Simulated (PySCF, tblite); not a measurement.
# C₂H₁₀GeOSi: geometry, infrared bands and NMR shifts

What infrared bands and NMR shifts should C₂H₁₀GeOSi (`C[O][GeH2][CH2][SiH3]`) show?

The runs use tblite 0.8.0 and PySCF 2.14.0, with density-fitted response routines of our own; the level of theory stands in each step. All values are computed, except where a source is named. Atoms count from 0, in the outputs and in this text.

### Step 1. The molecule as given

15 atoms, charge 0, multiplicity 1; geometry from: force field or distance geometry start.

Bonds of the start (Å): C0–O1 1.41, O1–Ge2 1.81, Ge2–C3 1.96, C3–Si4 1.86, C0–H5 1.12, C0–H6 1.10, C0–H7 1.11, Ge2–H8 1.55, Ge2–H9 1.56, C3–H10 1.10, C3–H11 1.12, Si4–H12 1.47, Si4–H13 1.48, Si4–H14 1.47.

### Step 2. Relaxing the molecule with GFN2-xTB

Job settings and geometry (Å):

```
{"job": {"kind": "relax", "xc": "GFN2-xTB", "basis": "xTB"}, "charge": 0, "multiplicity": 1}
C      2.104400     0.670900    -0.445300
O      1.339000     0.974100     0.693500
Ge     0.539200    -0.550800     1.239100
C     -0.959500    -0.956600     0.044700
Si    -2.121000     0.493200    -0.021700
H      1.436100     0.338700    -1.281600
H      2.880500    -0.082500    -0.231900
H      2.616700     1.603300    -0.771900
H      1.540400    -1.730800     1.241700
H     -0.018800    -0.350300     2.677500
H     -0.578600    -1.190700    -0.964700
H     -1.506900    -1.850800     0.446400
H     -3.253300     0.172500    -0.904300
H     -1.395900     1.661900    -0.561800
H     -2.626700     0.806000     1.320900
```

Run with:

```console
> OMP_NUM_THREADS=1 python probes_run.py task.json out
```

This one command runs all jobs of the session in turn.

Output:

```text
step      E/eV     max force
  0    -465.01119    1.250
  1    -465.09744    0.740
  2    -465.13567    0.537
  3    -465.15884    0.445
  4    -465.18111    0.381
  5    -465.19473    0.333
  6    -465.20592    0.329
  7    -465.21791    0.299
  8    -465.23072    0.340
  9    -465.24052    0.257
 10    -465.24683    0.182
 11    -465.25104    0.206
 12    -465.25594    0.245
 13    -465.26204    0.270
 14    -465.26720    0.180
 15    -465.27072    0.164
 16    -465.27403    0.145
 17    -465.27780    0.196
 18    -465.28201    0.214
 19    -465.28563    0.165
 20    -465.28826    0.163
 21    -465.29052    0.145
 22    -465.29309    0.133
 23    -465.29600    0.138
 24    -465.29848    0.140
 25    -465.30003    0.107
 26    -465.30094    0.067
 27    -465.30154    0.055
 28    -465.30202    0.055
 29    -465.30247    0.057
 30    -465.30294    0.062
 31    -465.30345    0.064
 32    -465.30392    0.059
 33    -465.30433    0.045
 34    -465.30462    0.046
 35    -465.30482    0.036
 36    -465.30494    0.029
 37    -465.30504    0.031
 38    -465.30515    0.026
 39    -465.30526    0.025
 40    -465.30536    0.022
 41    -465.30544    0.022
 42    -465.30550    0.027
 43    -465.30557    0.029
 44    -465.30564    0.022
 45    -465.30571    0.021
 46    -465.30579    0.025
 47    -465.30590    0.030
 48    -465.30602    0.031
 49    -465.30614    0.029
 50    -465.30627    0.031
 51    -465.30646    0.036
 52    -465.30671    0.050
 53    -465.30702    0.051
 54    -465.30730    0.033
 55    -465.30754    0.040
 56    -465.30779    0.052
 57    -465.30807    0.048
 58    -465.30835    0.038
 59    -465.30862    0.034
 60    -465.30891    0.049
 61    -465.30925    0.060
 62    -465.30938    0.068
 63    -465.30981    0.037
 64    -465.31004    0.041
 65    -465.31041    0.061
 66    -465.31066    0.073
 67    -465.31092    0.051
 68    -465.31104    0.022
 69    -465.31111    0.022
 70    -465.31119    0.029
 71    -465.31128    0.036
 72    -465.31136    0.024
 73    -465.31140    0.018
 74    -465.31143    0.016
 75    -465.31147    0.023
 76    -465.31152    0.026
 77    -465.31157    0.020
 78    -465.31160    0.015
 79    -465.31163    0.014
 80    -465.31167    0.022
 81    -465.31172    0.026
 82    -465.31176    0.020
 83    -465.31179    0.013
 84    -465.31181    0.013
 85    -465.31184    0.018
 86    -465.31188    0.021
 87    -465.31193    0.020
 88    -465.31196    0.011
 89    -465.31198    0.010
```

It took 0.51 s on 1 thread of Arm Neoverse V1, shared host; peak memory 0.18 GiB.

Relaxation path: (not every step is listed)

```
step  energy from step 0 (eV)  largest force (eV/Å)
   0                   0.0000                1.2498
   1                  -0.0863                0.7404
   2                  -0.1245                0.5372
   3                  -0.1476                0.4449
   4                  -0.1699                0.3812
   5                  -0.1835                0.3331
   6                  -0.1947                0.3289
   7                  -0.2067                0.2989
   8                  -0.2195                0.3404
  15                  -0.2595                0.1638
  22                  -0.2819                0.1333
  29                  -0.2913                0.0568
  36                  -0.2937                0.0286
  43                  -0.2944                0.0294
  50                  -0.2951                0.0309
  57                  -0.2969                0.0482
  64                  -0.2989                0.0406
  71                  -0.3001                0.0356
  78                  -0.3004                0.0152
  84                  -0.3006                0.0128
  85                  -0.3007                0.0181
  86                  -0.3007                0.0209
  87                  -0.3007                0.0196
  88                  -0.3008                0.0106
  89                  -0.3008                0.0097
```

Close pairs (by a distance rule), those that changed most:

```
  bond  before (Å)  after (Å)  change (Å)
Ge2–H9       1.556      1.499      -0.057
O1–Ge2       1.806      1.762      -0.044
C3–Si4       1.859      1.900      +0.041
C3–H11       1.123      1.088      -0.034
 C0–H5       1.121      1.094      -0.027
Ge2–H8       1.548      1.526      -0.022
 C0–H7       1.113      1.091      -0.021
Ge2–C3       1.959      1.977      +0.018
```

The next job starts from the end point, and lists it.

### Step 3. Harmonic vibrations with GFN2-xTB

Job settings and geometry (Å):

```
{"job": {"kind": "ir", "xc": "GFN2-xTB", "basis": "xTB"}, "charge": 0, "multiplicity": 1}
C      2.087299     0.768341    -0.493521
O      1.517828     0.652376     0.787370
Ge     0.526154    -0.694060     1.342680
C     -0.996684    -1.019902     0.125168
Si    -2.106661     0.505652    -0.102403
H      1.320918     0.796025    -1.273745
H      2.773100    -0.056006    -0.708066
H      2.645942     1.705730    -0.517247
H      1.419211    -1.925949     1.452596
H      0.191851    -0.174594     2.708091
H     -0.599911    -1.341371    -0.838942
H     -1.580026    -1.851232     0.516294
H     -3.174064     0.139942    -1.041532
H     -1.342470     1.621192    -0.664608
H     -2.686901     0.881844     1.188481
```

Output:

```text
mode    cm-1     km/mol
  1      51.5      0.20
  2      74.9      1.24
  3     101.5      1.10
  4     111.9      2.83
  5     123.0      4.00
  6     170.7      3.54
  7     240.2     13.82
  8     427.7     61.68
  9     471.5     39.34
 10     487.0     17.99
 11     494.6     44.54
 12     609.3     67.14
 13     630.8      9.77
 14     671.8    174.01
 15     714.1    262.34
 16     756.0     65.66
 17     774.9    201.79
 18     779.2    304.38
 19     792.5    426.62
 20     818.4    133.66
 21     988.3      0.29
 22    1064.8    118.76
 23    1093.8     79.65
 24    1135.1      1.40
 25    1145.9      5.99
 26    1418.0      0.67
 27    1433.9      0.77
 28    1488.9      2.64
 29    1491.7      0.87
 30    1807.2    486.25
 31    2010.6    377.98
 32    2228.9    364.11
 33    2252.4    191.76
 34    2254.7    363.21
 35    2920.9     55.00
 36    2935.3     37.39
 37    2955.4     39.36
 38    2975.6     35.61
 39    2988.4     24.12
```

It took 0.42 s on 1 thread of Arm Neoverse V1, shared host; peak memory 0.18 GiB.

Which atoms move in the most intense modes:

```
cm⁻¹  km/mol                                  atoms
 714   262.3    H9 30 %, H8 18 %, C3 16 %, H11 11 %
 775   201.8                     H14 50 %, H12 26 %
 779   304.4  H13 29 %, H12 24 %, H14 21 %, H9 10 %
 792   426.6                     H13 40 %, H12 38 %
1807   486.2                                H8 96 %
2011   378.0                                H9 96 %
2229   364.1                               H12 96 %
2255   363.2                     H13 73 %, H14 22 %
```

### Step 4. Shielding tensors: PBE0/pcSseg-1

The job, as its differences from that of step 3:

```diff
@@ -1,2 +1,2 @@
-{"job": {"kind": "ir", "xc": "GFN2-xTB", "basis": "xTB"}, "charge": 0, "multiplicity": 1}
+{"job": {"kind": "nmr", "xc": "PBE0", "basis": "pcSseg-1"}, "charge": 0, "multiplicity": 1}
 C      2.087299     0.768341    -0.493521
```

Level: GIAO PBE0/pcSseg-1 NMR shielding, non-relativistic, gas phase.

Output:

```text
coarse grid: 54088 points
cycle   1  E = -2522.9905293445  dE = -4.700e-01  |g| = 1.111e+00  |ddm| = 3.404e+00
cycle   2  E = -2522.7562911466  dE =  2.342e-01  |g| = 1.547e+00  |ddm| = 1.764e+00
cycle   3  E = -2523.1173772129  dE = -3.611e-01  |g| = 2.679e-01  |ddm| = 1.351e+00
cycle   4  E = -2523.1291891127  dE = -1.181e-02  |g| = 7.664e-02  |ddm| = 2.107e-01
cycle   5  E = -2523.1300188172  dE = -8.297e-04  |g| = 1.501e-02  |ddm| = 6.466e-02
cycle   6  E = -2523.1300744726  dE = -5.566e-05  |g| = 4.651e-03  |ddm| = 1.758e-02
cycle   7  E = -2523.1300789677  dE = -4.495e-06  |g| = 7.996e-04  |ddm| = 4.148e-03
final grid: 112312 points
cycle   8  E = -2523.1301075997  dE = -1.491e-08  |g| = 9.074e-04  |ddm| = 2.076e-03
cycle   9  E = -2523.1301075114  dE =  8.827e-08  |g| = 1.160e-03  |ddm| = 1.663e-03
cycle  10  E = -2523.1301077629  dE = -2.515e-07  |g| = 9.639e-05  |ddm| = 8.912e-04
cycle  11  E = -2523.1301077648  dE = -1.857e-09  |g| = 2.766e-05  |ddm| = 8.984e-05
cycle  12  E = -2523.1301077649  dE = -1.069e-10  |g| = 3.940e-06  |ddm| = 2.277e-05
converged SCF energy = -2523.1301077649

GIAO shielding tensors (ppm)
atom      isotropic    diamagn.    paramagn.     s11        s22        s33       span
  0 C      130.836     244.517    -113.681    102.670    105.443    184.394     81.724
  1 O      341.808     400.978     -59.170    276.615    364.232    384.577    107.963
  2 Ge    1329.974    2756.251   -1426.278   1193.185   1297.962   1498.774    305.589
  3 C      195.499     257.216     -61.716    185.139    198.655    202.704     17.566
  4 Si     423.553     879.689    -456.136    400.228    406.195    464.236     64.009
  5 H       28.089      32.018      -3.929     23.013     27.066     34.186     11.173
  6 H       28.203      29.520      -1.318     24.242     25.226     35.140     10.898
  7 H       27.659      28.549      -0.890     23.300     24.903     34.774     11.474
  8 H       26.337      28.988      -2.650     19.672     21.603     37.737     18.065
  9 H       26.882      29.645      -2.762     20.510     22.011     38.126     17.617
 10 H       31.197      33.275      -2.078     26.275     28.923     38.394     12.118
 11 H       31.972      30.598       1.374     26.211     28.881     40.822     14.611
 12 H       27.498      28.586      -1.087     23.741     25.117     33.638      9.897
 13 H       27.588      29.872      -2.285     23.343     27.210     32.211      8.868
 14 H       27.718      29.162      -1.444     24.130     25.868     33.156      9.026
```

Run time: 32 s. Hardware: 1 thread of Arm Neoverse V1, shared host; peak memory 0.83 GiB.

Shifts follow as δ = σ(reference) − σ, with reference shieldings (ppm) from runs at the same level and on the same kind of geometry: ¹H TMS 31.72, ¹³C TMS 186.9, ²⁹Si TMS 349.2, ¹⁷O H2O 336.1, ⁷³Ge GeMe4 1331. The references are single molecules in the gas phase, so shifts against H2O, NH3, PH3, H3PO4 or CFCl3 are not on the usual liquid scales and can be off by tens of ppm. Atoms listed in one row are averaged.

```
        atoms                                 environment  σ (ppm)  δ (ppm)
           C0                   methyl carbon bonded to O    130.8     56.1
           C3                 sp3 CH2 bonded to Ge and Si    195.5     -8.6
       H8, H9      hydrogen on a germanium bonded to C, O    26.61     5.11
H12, H13, H14           hydrogen on a silicon bonded to C    27.60     4.12
   H5, H6, H7     hydrogen on a methyl carbon bonded to O    27.98     3.73
     H10, H11  hydrogen on an sp3 CH2 bonded to Ge and Si    31.58     0.13
           O1                      oxygen bonded to C, Ge    341.8     -5.7
          Ge2               germanium bonded to C, O, 2 H     1330        1
          Si4                    silicon bonded to C, 3 H    423.6    -74.4
```

Charges from the same density, by scheme (e):

```
atoms  Mulliken    IAO  Hirshfeld  ESP fit
   C0     -0.01  -0.20      -0.05    -0.12
   O1     -0.73  -0.62      -0.25    -0.41
  Ge2      0.69   0.86       0.41     0.53
   C3     -0.82  -0.81      -0.24    -0.49
  Si4      0.51   0.61       0.31     0.45
```

Mayer bond orders: C0–O1 0.92, O1–Ge2 0.82, Ge2–C3 0.94, C3–Si4 0.89.

Orbitals, density, ELF and potential are computed afterwards from the orbital file.

Frontier orbitals at PBE0/pcSseg-1, with the share of their density that lies nearest to each atom:

```
orbital  energy (eV)                                      lies on
   HOMO        -7.55                     O1 57 %; H8 10 %; C3 8 %
   LUMO         0.60  5 H atoms about 12 % each; Si4 10 %; C3 8 %
```

ELF in a plane through or near 6 of the atoms.

Ten even steps from '0' (0.00) to '9' (1.00):
```
0000000000000000000000000000
0000000000000000000000000000
0000000000000000000000000000
0000000000000000000000000000
0000000000100000100012200000
0000000006981002321279871000
0000000049997001323899997000
0000001249997000223999998100
0000158977871001342699997000
0000699995200025787446641000
0000599982000255267410000000
0000024200012476348510000000
0000000001453356799960000000
0000000038997433599960000000
0000000299999620037610000000
0000000189999720000000000000
0000000038999510000000000000
0000000000221000000000000000
0000000000000000000000000000
0000000000000000000000000000
```
The map spans 11.4 Å across and 10.0 Å up, centred on the molecule. Atoms in the plane (x, y in Å): C3 (1.1, -0.6), H5 (-1.5, 1.4), H6 (-2.8, 0.3), H8 (-1.1, -2.4), H11 (1.8, -1.4), H12 (3.1, 1.3).

log10 of the density (e/Å³) in the same plane.

Ten even steps from '0' (-4.0) to '9' (1.2):
```
0000000000000000000000000000
0000000000000000000000000000
0000000000000000000000000000
0000000011111111222221110000
0000012233332223333333322100
0000123344543333444444432100
0001234556765334555666553210
0012345667865444556677654210
0012456777765445666677654210
0013457876654556777665443210
0012456666555667887654332100
0001234444556677987653221000
0000122345566667777653210000
0000012345676666666543100000
0000002345776654444431000000
0000001245666543333210000000
0000001234454432211000000000
0000000112333221000000000000
0000000001111110000000000000
0000000000000000000000000000
```
The map spans 11.4 Å across and 10.0 Å up, centred on the molecule. Atoms in the plane (x, y in Å): C3 (1.1, -0.6), H5 (-1.5, 1.4), H6 (-2.8, 0.3), H8 (-1.1, -2.4), H11 (1.8, -1.4), H12 (3.1, 1.3).

On the surface of density 0.002 e/bohr³ the electrostatic potential runs, from the 1st to the 99th percentile, from -1.58 V near O1 to 1.15 V near H9.

### Step 5. What came out

```
                                                              quantity                       value
                             strongest single infrared mode (GFN2-xTB)       1807 cm⁻¹, 486 km/mol
                                          zero-point energy (GFN2-xTB)               65.6 kcal/mol
                                ¹³C shifts against TMS (PBE0/pcSseg-1)              56.1, -8.6 ppm
¹H shifts against TMS (PBE0/pcSseg-1, means over atoms taken as alike)  5.11, 4.12, 3.73, 0.13 ppm
                                ¹⁷O shifts against H2O (PBE0/pcSseg-1)                    -5.7 ppm
                             ⁷³Ge shifts against GeMe4 (PBE0/pcSseg-1)                       1 ppm
                               ²⁹Si shifts against TMS (PBE0/pcSseg-1)                   -74.4 ppm
                                 surface potential, 1st and 99th percentile          -1.58 V and 1.15 V
```

In words: The optimisation took 89 steps and gained 0.301 eV; among the close pairs (by a distance rule), Ge2–H9 changed most, from 1.556 to 1.499 Å. No mode is imaginary among the 39: a minimum at this level. The strongest single mode, at 1807 cm⁻¹, moves mainly H8. Unscaled tight-binding wavenumbers are off by several per cent, some by more. Its intensities can rank the bands wrongly. At PBE0/pcSseg-1: The largest span, 306 ppm, is at Ge2, where the paramagnetic term is -1426 ppm. Spin-orbit coupling is left out, which matters for shieldings and couplings at and beside the heavy atoms.
